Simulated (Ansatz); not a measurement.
**BH₆NSn: geometry and vibrations**

What shape does BH₆NSn take? The plan is to relax it, check the end point by its vibrations and derive ideal-gas thermochemistry, and look at its orbitals and charge.

The runs use Ansatz 0.2.0, Gaussian basis; RKS PBE0-D4/def2-TZVP.

The runs, in order: relaxation at PBE-D4/def2-SVP; relaxation at PBE0-D4/def2-TZVP; harmonic vibrations at the same level; a single point in def2-TZVPP for the fields.

### 1 Starting geometry

SMILES `N[BH][SnH3]`, 9 atoms, charge 0, spin multiplicity 1.

Atoms are counted from 1 here; the program's logs count them from 0.

Bond lengths: N1–B2 1.457 Å, N1–H4 1.049 Å, N1–H5 1.083 Å, B2–Sn3 2.204 Å, B2–H6 1.192 Å, Sn3–H7 1.812 Å, Sn3–H8 1.705 Å, Sn3–H9 1.783 Å. Angles: B2–N1–H4 107.5°, B2–N1–H5 108.8°, H4–N1–H5 102.4°, N1–B2–Sn3 118.8°, N1–B2–H6 120.1°, Sn3–B2–H6 121.0°, B2–Sn3–H7 108.5°, B2–Sn3–H8 110.2°, B2–Sn3–H9 110.4°, H7–Sn3–H8 108.1°, H7–Sn3–H9 107.5°, H8–Sn3–H9 112.0°.

As a file:

```
N    -0.9766    0.8658   -1.1326
B     0.3008    0.4656   -0.5568
Sn    0.3086   -0.9523    1.1299
H    -0.9310    0.6760   -2.1630
H    -1.0521    1.9457   -1.0985
H     1.3187    0.8960   -1.0027
H     2.0281   -1.2704    1.6037
H    -0.3950   -2.4321    0.6593
H    -0.5130   -0.2408    2.5437
```

The start is a force-field geometry with small random shifts, so a cheaper pass at PBE-D4/def2-SVP comes first. Sn takes the def2 core potential; no spin-orbit term is included.

### 2 Optimising with PBE-D4/def2-SVP (cheap first pass)

File in.yaml:

```yaml
crystal:
  periodic: [false, false, false]
  atoms:
    - {symbol: N, position_ang: [-0.976600, 0.865800, -1.132600]}
    - {symbol: B, position_ang: [0.300800, 0.465600, -0.556800]}
    - {symbol: Sn, position_ang: [0.308600, -0.952300, 1.129900]}
    - {symbol: H, position_ang: [-0.931000, 0.676000, -2.163000]}
    - {symbol: H, position_ang: [-1.052100, 1.945700, -1.098500]}
    - {symbol: H, position_ang: [1.318700, 0.896000, -1.002700]}
    - {symbol: H, position_ang: [2.028100, -1.270400, 1.603700]}
    - {symbol: H, position_ang: [-0.395000, -2.432100, 0.659300]}
    - {symbol: H, position_ang: [-0.513000, -0.240800, 2.543700]}
basis:
  gaussian: {orbitals: def2-SVP}
hamiltonian: {xc: pbe, dispersion: d4}
relax: {f_tol: 0.03, max_steps: 200}
```

Started as:

```
$ ansatz run in.yaml --threads 2 --pin off --events-out ev --progress --plain --max-ram 4352MiB
```

Standard output (excerpt; [...] marks lines left out):

```text
Functional definition: PBE
  name "PBE"
  cite "Perdew, Burke & Ernzerhof, Phys. Rev. Lett. 77, 3865 (1996) doi:10.1103/PhysRevLett.77.3865"
  parent pbe
[...]
965 factors; their error is unknown
[...]
mean field -8088.79879541 eV, -297.2578729467 hartree, gradient 7.4e-5 eV, S^2 0.000000; 0 other end points of the search recorded, 0 dependent functions left out
[...]
reference -8088.79883911 eV, -297.2578745526 hartree; 20, 20 occupied and 64, 64 virtual orbitals, 965 factors
relax step   1: F+E_penalty+E_count = -8088.94471713 eV  Δ(F+E_penalty+E_count) = +0.000e0 eV  max|allowed force component| = 1.625e0 eV/Å  Δτ_max = 0.0000 Å  (26 SCF iters, accepted)
[...]
relax step   5: F+E_penalty+E_count = -8089.80901578 eV  Δ(F+E_penalty+E_count) = -2.626e-1 eV  max|allowed force component| = 1.950e0 eV/Å  Δτ_max = 0.1956 Å  (27 SCF iters, accepted)
[...]
relax step   9: F+E_penalty+E_count = -8090.60831059 eV  Δ(F+E_penalty+E_count) = -2.389e-2 eV  max|allowed force component| = 5.149e-1 eV/Å  Δτ_max = 0.1205 Å  (27 SCF iters, accepted)
[...]
relax step  13: F+E_penalty+E_count = -8090.63422951 eV  Δ(F+E_penalty+E_count) = -1.823e-3 eV  max|allowed force component| = 1.466e-1 eV/Å  Δτ_max = 0.1472 Å  (26 SCF iters, accepted)
[...]
relax step  17: F+E_penalty+E_count = -8090.63891912 eV  Δ(F+E_penalty+E_count) = +2.473e-4 eV  max|allowed force component| = 7.001e-2 eV/Å  Δτ_max = 0.0573 Å  (26 SCF iters, rejected (line search))
[...]
relax step  18: F+E_penalty+E_count = -8090.63962323 eV  Δ(F+E_penalty+E_count) = -4.568e-4 eV  max|allowed force component| = 2.860e-2 eV/Å  Δτ_max = 0.0275 Å  (27 SCF iters, accepted)
965 factors; their error is unknown
mean field -8090.49404710 eV, -297.3201722970 hartree, gradient 2.1e-5 eV, S^2 0.000000; 1 other end points of the search recorded, 0 dependent functions left out
[...]
reference -8090.49408947 eV, -297.3201738541 hartree; 20, 20 occupied and 64, 64 virtual orbitals, 965 factors
Total energy: -8090.63966561 eV, -297.3255236785 hartree
Atom 0 at    -0.629823     1.194512    -1.109394 Å, force     0.028602    -0.021024    -0.005417 eV/Å
Atom 1 at     0.320715     0.202507    -0.874364 Å, force    -0.004300    -0.004478    -0.008427 eV/Å
Atom 2 at     0.330955    -0.908211     1.098255 Å, force    -0.009881     0.007223    -0.007686 eV/Å
Atom 3 at    -0.672439     1.722167    -1.985179 Å, force    -0.015556     0.005020     0.005419 eV/Å
Atom 4 at    -1.349724     1.471156    -0.438953 Å, force     0.003042     0.007388    -0.000335 eV/Å
Atom 5 at     1.129048    -0.046186    -1.751020 Å, force    -0.002755     0.008280     0.006497 eV/Å
Atom 6 at     1.830435    -0.767550     1.956550 Å, force    -0.002821    -0.000068    -0.000378 eV/Å
Atom 7 at     0.036474    -2.607747     0.922152 Å, force     0.003898    -0.000049     0.000931 eV/Å
Atom 8 at    -0.907142    -0.307149     2.164953 Å, force    -0.000229    -0.002294     0.009398 eV/Å
Dipole moment:    -0.305470     0.482270    -0.366198 e Å
```

It took 24 s on 2 threads of Arm Neoverse V2, shared host.

Relaxation path: (the energy doesn't fall at every step)

```
step  energy from step 1 (eV)  largest force component (eV/Å)
   1                   0.0000                          1.6255
   2                  -0.1597                          0.6703
   3                  -0.3188                          0.8448
   4                  -0.6017                          1.1393
   5                  -0.8643                          1.9496
   6                  -1.2419                          1.4435
   7                  -1.4856                          1.8919
   8                  -1.6397                          0.9045
   9                  -1.6636                          0.5149
  10                  -1.6500                          0.4504
  11                  -1.6832                          0.0778
  12                  -1.6877                          0.0324
  13                  -1.6895                          0.1466
  14                  -1.6914                          0.2057
  15                  -1.6939                          0.0381
  16                  -1.6944                          0.0801
  17                  -1.6942                          0.0700
  18                  -1.6949                          0.0286
```

Distances of close pairs at the start and the end, largest changes first:

```
  bond  before (Å)  after (Å)  change (Å)
Sn3–H7       1.812      1.733      -0.078
 N1–B2       1.457      1.394      -0.063
 N1–H5       1.083      1.022      -0.061
B2–Sn3       2.204      2.264      +0.060
Sn3–H9       1.783      1.741      -0.042
Sn3–H8       1.705      1.734      +0.029
 B2–H6       1.192      1.218      +0.026
 N1–H4       1.049      1.023      -0.025
```

### 3 Relaxation at PBE0-D4/def2-TZVP

File in.yaml:

```yaml
crystal:
  periodic: [false, false, false]
  atoms:
    - {symbol: N, position_ang: [-0.629823, 1.194512, -1.109394]}
    - {symbol: B, position_ang: [0.320715, 0.202507, -0.874364]}
    - {symbol: Sn, position_ang: [0.330955, -0.908211, 1.098255]}
    - {symbol: H, position_ang: [-0.672439, 1.722167, -1.985179]}
    - {symbol: H, position_ang: [-1.349724, 1.471156, -0.438953]}
    - {symbol: H, position_ang: [1.129048, -0.046186, -1.751020]}
    - {symbol: H, position_ang: [1.830435, -0.767550, 1.956550]}
    - {symbol: H, position_ang: [0.036474, -2.607747, 0.922152]}
    - {symbol: H, position_ang: [-0.907142, -0.307149, 2.164953]}
basis:
  gaussian: {orbitals: def2-TZVP}
hamiltonian: {xc: pbe0, dispersion: d4}
relax: {f_tol: 0.005, max_steps: 150}
```

The command is unchanged.

Standard output (excerpt; [...] marks lines left out):

```text
Functional definition: PBE0
  name "PBE0"
  cite "Adamo & Barone, J. Chem. Phys. 110, 6158 (1999) doi:10.1063/1.478522"
  cite "Perdew, Burke & Ernzerhof, Phys. Rev. Lett. 77, 3865 (1996) doi:10.1103/PhysRevLett.77.3865"
  parent pbe
[...]
1049 factors; their error is unknown
[...]
mean field -8093.97289729 eV, -297.4480176837 hartree, gradient 1.8e-5 eV, S^2 0.000000; 0 other end points of the search recorded, 0 dependent functions left out
[...]
reference -8093.97293792 eV, -297.4480191767 hartree; 20, 20 occupied and 128, 128 virtual orbitals, 1049 factors
relax step   1: F+E_penalty+E_count = -8094.09618469 eV  Δ(F+E_penalty+E_count) = +0.000e0 eV  max|allowed force component| = 5.722e-1 eV/Å  Δτ_max = 0.0000 Å  (27 SCF iters, accepted)
[...]
Total energy: -8094.12569308 eV, -297.4536328251 hartree
Atom 0 at    -0.620008     1.189066    -1.100410 Å, force     0.003777    -0.002794     0.000044 eV/Å
Atom 1 at     0.313369     0.194803    -0.868360 Å, force    -0.003564     0.000926     0.002161 eV/Å
Atom 2 at     0.324661    -0.905113     1.093672 Å, force    -0.000204     0.000552    -0.000803 eV/Å
Atom 3 at    -0.661808     1.706994    -1.964178 Å, force    -0.000962     0.001509    -0.001816 eV/Å
Atom 4 at    -1.320916     1.469830    -0.434569 Å, force     0.000487    -0.000047     0.001085 eV/Å
Atom 5 at     1.100231    -0.054074    -1.735472 Å, force     0.000267     0.000240    -0.000899 eV/Å
Atom 6 at     1.805531    -0.745185     1.936838 Å, force     0.000000     0.000263     0.000296 eV/Å
Atom 7 at     0.051704    -2.585265     0.913568 Å, force     0.000298    -0.000303     0.000237 eV/Å
Atom 8 at    -0.904264    -0.317557     2.141911 Å, force    -0.000099    -0.000345    -0.000306 eV/Å
Dipole moment:    -0.258241     0.430658    -0.344204 e Å
```

Wall time 24 s (2 threads of Arm Neoverse V2, shared host).

Relaxation path:

```
step  energy from step 1 (eV)  largest force component (eV/Å)
   1                   0.0000                          0.5722
   2                  -0.0236                          0.1886
   3                  -0.0290                          0.0407
   4                  -0.0288                          0.0366
   5                  -0.0294                          0.0244
   6                  -0.0294                          0.0115
   7                  -0.0295                          0.0038
```

Distances of close pairs at the start and the end, largest changes first:

```
  bond  before (Å)  after (Å)  change (Å)
Sn3–H9       1.741      1.719      -0.022
Sn3–H8       1.734      1.712      -0.022
Sn3–H7       1.733      1.712      -0.022
 B2–H6       1.218      1.197      -0.021
 N1–H4       1.023      1.008      -0.015
 N1–H5       1.022      1.007      -0.015
B2–Sn3       2.264      2.249      -0.015
 N1–B2       1.394      1.383      -0.011
```

Mulliken charges at the end point, from the run's report:

```
atom  value (e)
  N1      -0.41
  B2      -0.11
 Sn3       0.22
  H4       0.25
  H5       0.25
  H6       0.01
  H7      -0.07
  H8      -0.07
  H9      -0.08
```

### 4 Force constants and modes

File in.yaml:

```yaml
crystal:
  periodic: [false, false, false]
  atoms:
    - {symbol: N, position_ang: [-0.620008, 1.189066, -1.100410]}
    - {symbol: B, position_ang: [0.313369, 0.194803, -0.868360]}
    - {symbol: Sn, position_ang: [0.324661, -0.905113, 1.093672]}
    - {symbol: H, position_ang: [-0.661808, 1.706994, -1.964178]}
    - {symbol: H, position_ang: [-1.320916, 1.469830, -0.434569]}
    - {symbol: H, position_ang: [1.100231, -0.054074, -1.735472]}
    - {symbol: H, position_ang: [1.805531, -0.745185, 1.936838]}
    - {symbol: H, position_ang: [0.051704, -2.585265, 0.913568]}
    - {symbol: H, position_ang: [-0.904264, -0.317557, 2.141911]}
basis:
  gaussian: {orbitals: def2-TZVP}
hamiltonian: {xc: pbe0, dispersion: d4}
phonons: {temperatures: {t_min: 298.15, t_max: 900, t_step: 200}}
```

Launched as before.

Standard output (excerpt; [...] marks lines left out):

```text
Functional definition: PBE0
  name "PBE0"
  cite "Adamo & Barone, J. Chem. Phys. 110, 6158 (1999) doi:10.1063/1.478522"
  cite "Perdew, Burke & Ernzerhof, Phys. Rev. Lett. 77, 3865 (1996) doi:10.1103/PhysRevLett.77.3865"
  parent pbe
[...]
1049 factors; their error is unknown
[...]
mean field -8094.00163940 eV, -297.4490739367 hartree, gradient 2.0e-5 eV, S^2 0.000000; 0 other end points of the search recorded, 0 dependent functions left out
[...]
reference -8094.00167991 eV, -297.4490754253 hartree; 20, 20 occupied and 128, 128 virtual orbitals, 1049 factors
[...]
1049 factors; their error is unknown
mean field -8094.00149221 eV, -297.4490685273 hartree, gradient 1.0e-6 eV, S^2 0.000000; 0 other end points of the search recorded, 0 dependent functions left out
[...]
reference -8094.00153271 eV, -297.4490700159 hartree; 20, 20 occupied and 128, 128 virtual orbitals, 1049 factors
[...]
Atom 1 at     0.313369     0.194803    -0.868360 Å, force    -0.003551     0.000906     0.002145 eV/Å
Atom 2 at     0.324661    -0.905113     1.093672 Å, force    -0.000229     0.000547    -0.000800 eV/Å
Atom 3 at    -0.661808     1.706994    -1.964178 Å, force    -0.000957     0.001490    -0.001784 eV/Å
Atom 4 at    -1.320916     1.469830    -0.434569 Å, force     0.000482    -0.000043     0.001099 eV/Å
Atom 5 at     1.100231    -0.054074    -1.735472 Å, force     0.000257     0.000242    -0.000889 eV/Å
Atom 6 at     1.805531    -0.745185     1.936838 Å, force    -0.000005     0.000269     0.000290 eV/Å
Atom 7 at     0.051704    -2.585265     0.913568 Å, force     0.000317    -0.000315     0.000245 eV/Å
Atom 8 at    -0.904264    -0.317557     2.141911 Å, force    -0.000095    -0.000343    -0.000307 eV/Å
Dipole moment:    -0.258242     0.430658    -0.344205 e Å
Vibrations: 87.73 179.09 326.60 382.63 509.13 563.65 660.21 689.91 738.29 739.36 889.14 915.77 1140.11 1354.02 1646.17 1896.54 1920.66 1924.14 2610.82 3591.48 3684.17 cm⁻¹, zero-point energy 1.639669 eV
```

It took 1.8 min on 2 threads of Arm Neoverse V2, shared host.

Motions are named by where the mode's potential energy lies. The modes, unscaled (a negative number is an imaginary wavenumber):

```
mode  cm⁻¹                          motion
   1    88                         torsion
   2   179                            bend
   3   327               bend with torsion
   4   383          Sn–B stretch with bend
   5   509          bend with Sn–B stretch
   6   564                         torsion
   7   660  torsion with out-of-plane bend
   8   690                            bend
   9   738               bend with torsion
  10   739               bend with torsion
  11   889                            bend
  12   916                         torsion
  13  1140                            bend
  14  1354                     B–N stretch
  15  1646                            bend
  16  1897                    Sn–H stretch
  17  1921                    Sn–H stretch
  18  1924                    Sn–H stretch
  19  2611                     B–H stretch
  20  3591                     N–H stretch
  21  3684                     N–H stretch
```

Ideal gas, rigid rotor and harmonic oscillator at 298.15 K and 1 bar, with symmetry number 1:

```
                term            value
   zero-point energy    37.8 kcal/mol
          H(298) − E    42.1 kcal/mol
entropy, translation  171.3 J/(mol K)
   entropy, rotation  104.4 J/(mol K)
  entropy, vibration   46.3 J/(mol K)
      entropy, total  322.0 J/(mol K)
```

### 5 Fields at the relaxed geometry

Changes to in.yaml since step 4:

```diff
@@ -13,4 +13,4 @@
 basis:
-  gaussian: {orbitals: def2-TZVP}
+  gaussian: {orbitals: def2-TZVPP}
 hamiltonian: {xc: pbe0, dispersion: d4}
-phonons: {temperatures: {t_min: 298.15, t_max: 900, t_step: 200}}
+output: {orbitals: {seedname: orbitals}}
```

Same command.

Standard output:

```text
Functional definition: PBE0
  name "PBE0"
  cite "Adamo & Barone, J. Chem. Phys. 110, 6158 (1999) doi:10.1063/1.478522"
  cite "Perdew, Burke & Ernzerhof, Phys. Rev. Lett. 77, 3865 (1996) doi:10.1103/PhysRevLett.77.3865"
  parent pbe
  parameter a = 0.25
  parameter kappa = 0.804
  parameter beta = 0.06672455060314922
  exchange = (1 - a)*pbe_x(kappa = kappa, mu = beta*pi^2/3) + a*exact_x
  correlation = pbe_c(beta = beta)
1139 factors; their error is unknown
mean field evaluation 1: about -8088.1836 eV, gradient 5.4e1 eV
mean field evaluation 2: about -8081.2057 eV, gradient 7.5e1 eV
mean field evaluation 4: about -8093.9505 eV, gradient 3.7e0 eV
mean field evaluation 8: about -8093.9870 eV, gradient 1.9e-2 eV
mean field evaluation 16: about -8094.0639 eV, gradient 2.0e-5 eV
mean field -8094.06392763 eV, -297.4513629867 hartree, gradient 2.0e-5 eV, S^2 0.000000; 0 other end points of the search recorded, 0 dependent functions left out
reference -8094.06396758 eV, -297.4513644549 hartree; 20, 20 occupied and 176, 176 virtual orbitals, 1139 factors
Total energy: -8094.18797956 eV, -297.4559218112 hartree
```

Wall time 2.9 s (2 threads of Arm Neoverse V2, shared host).

Orbitals, density, ELF and potential are computed afterwards from the orbital file.

Frontier orbitals at PBE0-D4/def2-TZVPP, with the share of their density that lies nearest to each atom:

```
orbital  energy (eV)                     lies on
   HOMO        -7.50  B2 36 %; Sn3 21 %; H6 13 %
   LUMO        -0.63   B2 46 %; H6 13 %; N1 13 %
```

ELF in a plane through or near 7 of the atoms.

Ten even steps from ' ' (0.00) to '@' (1.00):
```
                                                        
                                                        
                    ......                              
                ::**%%@@%%==                            
              ::%%@@@@@@@@%%::                          
              ..%%@@@@@@@@@@::                          
                ==%%@@@@@@%%--::::........              
                  --####******++--::::::::..            
        ::++**==::--==**##--%%==::--::::::::..          
        **@@@@@@##**%%--..**%%::++**##==::::..          
      ..**@@@@@@++==++**==++++::**++##==::::..          
        ::++********##==....--::::==--::::..            
            ..--%%@@@@**..  ::==++****##++::            
              ::%%@@@@##..  --%%@@@@@@@@@@++..          
              ..##%%%%--    ==@@@@@@@@@@@@##--          
                ::--::      ==@@@@@@@@@@@@**::          
                            ..**%%@@@@%%++..            
                                ..--::..                
                                                        
                                                        
```
The map spans 10.6 Å across and 8.8 Å up, centred on the molecule. Atoms in the plane (x, y in Å): N1 (-1.7, -0.3), B2 (-0.7, 0.6), Sn3 (1.5, 0.0), H4 (-2.7, 0.0), H5 (-1.6, -1.3), H6 (-1.0, 1.8), H9 (1.6, -1.8).

log10 of the density (e/Å³) in the same plane.

Ten even steps from ' ' (-4.0) to '@' (1.3):
```
                                                        
                    ......                              
                ..::::::::::..                          
              ..::----------::........                  
            ..::====++++++++==--::::::::::......        
          ..::--==++**##**++====----------::::....      
        ....::--++++######**++++++++======----::..      
      ..::----==++**######************++++====--::..    
      ::--==++++****##@@@@##****##%%##****++==--::..    
    ..::==++**########%%%%######@@@@@@%%**++==--::..    
    ..::==++####%%@@%%##******##@@@@@@%%**++==--::..    
      ::--++****##%%%%****++****##%%%%##**++==--::..    
      ..::====++######**++==++****####**++==--::..      
        ..::--++******++======++**####**++==--::..      
          ..::--==++++==----==++**##****++==--::..      
            ..::--------::::--==++++++++==--::..        
                ............::----====----::..          
                            ..::::::::::::..            
                              ..........                
                                                        
```
The map spans 10.6 Å across and 8.8 Å up, centred on the molecule. Atoms in the plane (x, y in Å): N1 (-1.7, -0.3), B2 (-0.7, 0.6), Sn3 (1.5, 0.0), H4 (-2.7, 0.0), H5 (-1.6, -1.3), H6 (-1.0, 1.8), H9 (1.6, -1.8).

On the surface of density 0.002 e/bohr³ the electrostatic potential runs, from the 1st to the 99th percentile, from -0.39 to 2.03 V.

### 6 Outcome

| quantity | value |
| --- | --- |
| point group | Cs |
| steps | 18 + 7 |
| shift from the start (rms) | 0.734 Å |
| total energy | -8094.1257 eV |
| dispersion term | -124 meV |
| dipole moment | 2.92 D |
| lowest, highest wavenumber | 88, 3684 cm⁻¹ |
| zero-point energy | 37.8 kcal/mol |
| entropy at 298.15 K | 322.0 J/(mol K) |
| HOMO, LUMO | -7.50, -0.63 eV |

What this shows: The atoms moved 0.73 Å (rms) from the start; the bond that changed most is Sn3–H7, from 1.812 to 1.712 Å. No mode is imaginary: a true minimum at this level. The stiffest mode, 3684 cm⁻¹, is an N–H stretch, and 2 modes under 200 cm⁻¹ make the vibrational entropy uncertain. Harmonic hybrid wavenumbers usually lie a few per cent above measured fundamentals. The largest Mulliken charge, -0.41 e, sits on N1. The HOMO lies mostly on B2 36 %; Sn3 21 % and the LUMO on B2 46 %; H6 13 %.
